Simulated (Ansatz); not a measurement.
# LuSi2Rh2: the cost of one run

Computed with Ansatz 0.2.0 (DFT PBEsol, spin-orbit coupling, plane waves, PAW, unless a step's input says otherwise).

## Step 1: The system as given

Symmetry: I4/mmm, No. 139, tetragonal system. The conventional cell has a = 4.006 Å, b = 4.006 Å, c = 9.838 Å, α = 90.00°, β = 90.00°, γ = 90.00°. Lu (site symmetry 4/mmm) has 8 Si at 3.11 Å and 8 Rh at 3.17 Å as nearest neighbours. Rh (site symmetry -4m2) has 4 Si at 2.33 Å as nearest neighbours. Around Si (site symmetry 4mm) lie 4 Rh at 2.33 Å and 1 Si at 2.56 Å and 4 Lu at 3.11 Å.

Coordinates:

```
Lu Rh Si
1.0
    -2.00300    2.00300    4.91900
     2.00300   -2.00300    4.91900
     2.00300    2.00300   -4.91900
Lu Rh Si
1 2 2
Direct
  0.00000 0.00000 0.00000
  0.75000 0.25000 0.50000
  0.25000 0.75000 0.50000
  0.37000 0.37000 0.00000
  0.63000 0.63000 0.00000
```

## Step 2: Single point: LuSi2Rh2

Contents of input.yaml:

```yaml
crystal:
  lattice:
    - [-2.003, 2.003, 4.919]
    - [2.003, -2.003, 4.919]
    - [2.003, 2.003, -4.919]
  atoms:
    - { symbol: Lu, position: [0.0, 0.0, 0.0] }
    - { symbol: Rh, position: [0.75, 0.25, 0.5] }
    - { symbol: Rh, position: [0.25, 0.75, 0.5] }
    - { symbol: Si, position: [0.37, 0.37, 0.0] }
    - { symbol: Si, position: [0.63, 0.63, 0.0] }
scf:
  occupations: { method: gaussian, width: 0.03 }
output:
  forces: true
  stress: true
  eigenstates: { nscf_kmesh: { grid: [24, 24, 24] } }
hamiltonian:
  xc: pbesol
kpoints:
  mp_grid: { grid: [14, 14, 14] }
magnetization:
  noncollinear: true
  spin_orbit: true
```

The run is started by

```sh
ansatz run input.yaml --threads 4 --pin off --max-ram 12288MiB --backend cpu --events-out ev --progress --plain --runs-dir out
```

What time and memory should one allow on 4 threads of Intel Xeon 6975P-C (Granite Rapids), shared host?

About 5.9 min, with a peak of 5.4 GiB.
